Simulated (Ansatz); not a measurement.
**Reference phase of O2, 2 atoms**

What do PBEsol, HSE06 and r²SCAN give for the perfect crystal in this cell, and at what cost?

Method: density functional theory in Ansatz 0.2.0, PAW datasets, plane waves.

## Step 1: The starting cell

2 atoms (2 O); a = 11.000 Å, b = 11.500 Å, c = 12.000 Å, α = 90.00°, β = 90.00°, γ = 90.00°. Starting moments add up to 2 μB.

Steps to follow: (2) PBEsol relaxation at the Γ point alone, on 1 × NVIDIA GB300 with 8 threads of Arm Neoverse-V2; (3) PBEsol single point at the Γ point alone, on 1 × NVIDIA GB300 with 8 threads of Arm Neoverse-V2; (4) HSE06 single point at the Γ point alone, on 1 × NVIDIA GB300 with 8 threads of Arm Neoverse-V2; (5) r²SCAN single point at the Γ point alone, on 1 × NVIDIA GB300 with 8 threads of Arm Neoverse-V2.

## Step 2: Relaxation of the positions (PBEsol)

in.yaml

```yaml
crystal:
  lattice:
    - [11.000000, 0.000000, 0.000000]
    - [0.000000, 11.500000, 0.000000]
    - [0.000000, 0.000000, 12.000000]
  atoms:
    - { symbol: O, position: [0.500000, 0.500000, 0.449167], spin: 1 }
    - { symbol: O, position: [0.500000, 0.500000, 0.550833], spin: 1 }
kpoints:
  mp_grid: { grid: [1, 1, 1] }
hamiltonian:
  xc: pbesol
magnetization:
  spin_polarized: true
scf:
  occupations: { method: fermi_dirac, width: 0.01 }
relax:
  f_tol: 0.01
  max_steps: 80
  escape_saddle: false
  adjacent_minimum: "off"
output:
  forces: true
  eigenvalues: true
  populations: true
```

After this run come: PBEsol on the final geometry; Single point with HSE06; Single point with r²SCAN.

**Question.** What will these runs give? Wanted: for each run, top filled to lowest empty; energy; pressure; moment.

The runs gave:

| level | time | top filled to lowest empty (eV) | energy (eV/atom) | pressure (GPa) | moment (μB) |
| --- | --- | --- | --- | --- | --- |
| PBEsol, relaxation | 2.3 s (GPU) | 2.25 | -558.2831 | - | 2.00 |
| PBEsol | 2.8 s (GPU) | 2.25 | -558.2831 | 0.00 | 2.00 |
| HSE06 | 3.9 s (GPU) | 5.27 | -564.6696 | - | 2.00 |
| r²SCAN | 12 s (GPU) | 3.41 | -565.9827 | - | 2.00 |

| quantity | value |
| --- | --- |
| relaxation | 4 recorded steps, 0.00 eV gained |
| largest shift | 0.00 Å |
| largest local moment | +0.99 μB on O |

**What this shows.** The start was already relaxed: nothing moved. At the same k points, PBEsol gives a spacing 3.02 eV smaller and PBEsol gives a spacing 3.02 eV smaller and r²SCAN gives a spacing 1.86 eV smaller than the 5.27 eV of HSE06. Exact exchange costs time: HSE06 ran about 1.4 times as long as PBEsol on the same kind of device. With one k point the spacing samples only the states that fold onto it, so it can exceed the gap over the zone.
